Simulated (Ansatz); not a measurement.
C2H5BO, SMILES BC(C)=O, a rigid scan of one bond length

With Ansatz 0.2.0, Python API.

Input file `c2h5bo.xyz`:
```text
9

B    -0.75320    0.99950   -0.68850
C     0.22660   -0.12420   -0.53880
C     0.43470   -0.73850    0.79130
O     0.91570   -0.51280   -1.51860
H    -0.98500    1.52380   -1.77880
H    -1.40060    1.45950    0.23550
H    -0.45200   -1.17200    1.19510
H     1.26600   -1.53030    0.72840
H     0.83640    0.04870    1.55730
```

Notebook, run cell by cell (the value of a cell's last expression is shown):

**Cell 1**
```python
import ansatz as az
import numpy as np
```

**Cell 2**
```python
molecule = az.Crystal.molecule_from_extxyz("c2h5bo.xyz")
```

**Cell 3**
```python
symbols = [site.symbol for site in molecule.cartesian_sites]
start = np.array([site.position_ang for site in molecule.cartesian_sites])
axis = (start[5] - start[0]) / np.linalg.norm(start[5] - start[0])
moving = [5]
lengths, energies = [1.072, 1.121, 1.17, 1.218, 1.267, 1.316, 1.365, 1.438], []
for length in lengths:
    xyz = start.copy()
    xyz[moving] += (length - np.linalg.norm(start[5] - start[0])) * axis
    point = az.Crystal.molecule()
    for symbol, place in zip(symbols, xyz):
        point = point.atom(symbol, place.tolist())
    calc = point.calculation().basis(gaussian="def2-SVP").functional("PBE0")
    summary = calc.run(threads=1, backend="cpu").report
    energies.append(summary["free_energy_ev"])
    print(f"r = {length:6.3f} A  E = {energies[-1]:.5f} eV  <S^2> = {abs(summary['mean_field']['state']['spin_squared']):.3f}")
```
Output:
```text
r =  1.072 A  E = -4867.25707 eV  <S^2> = 0.000
r =  1.121 A  E = -4867.42986 eV  <S^2> = 0.000
r =  1.170 A  E = -4867.51651 eV  <S^2> = 0.000
r =  1.218 A  E = -4867.53507 eV  <S^2> = 0.000
r =  1.267 A  E = -4867.50050 eV  <S^2> = 0.000
r =  1.316 A  E = -4867.42344 eV  <S^2> = 0.000
r =  1.365 A  E = -4867.31337 eV  <S^2> = 0.000
r =  1.438 A  E = -4867.10424 eV  <S^2> = 0.000
```

**Cell 4**
```python
# quartic fit about the minimum
fit = np.polynomial.Polynomial.fit(lengths, np.array(energies) - min(energies), 4).convert()
roots = [r.real for r in fit.deriv().roots() if abs(r.imag) < 1e-9 and fit.deriv(2)(r.real) > 0]
r_e = min(roots, key=lambda r: abs(r - lengths[int(np.argmin(energies))]))
print(f"minimum of the fit at {r_e:.4f} A, force constant {fit.deriv(2)(r_e):.2f} eV/A^2")
```
Output:
```text
minimum of the fit at 1.2093 A, force constant 23.57 eV/A^2
```

Total energies depend on the basis set; only differences at equal settings carry meaning. The rest of the molecule is held rigid at a force-field or estimated start geometry, and the basis set is modest; single-reference methods fail as a bond breaks. The orbitals are restricted, so S² is zero by construction. By the engine's processor time: 7.7 s on 1 thread of Intel(R) Xeon(R) Processor @ 2.30GHz (shared host), peak memory 0.25 GiB.
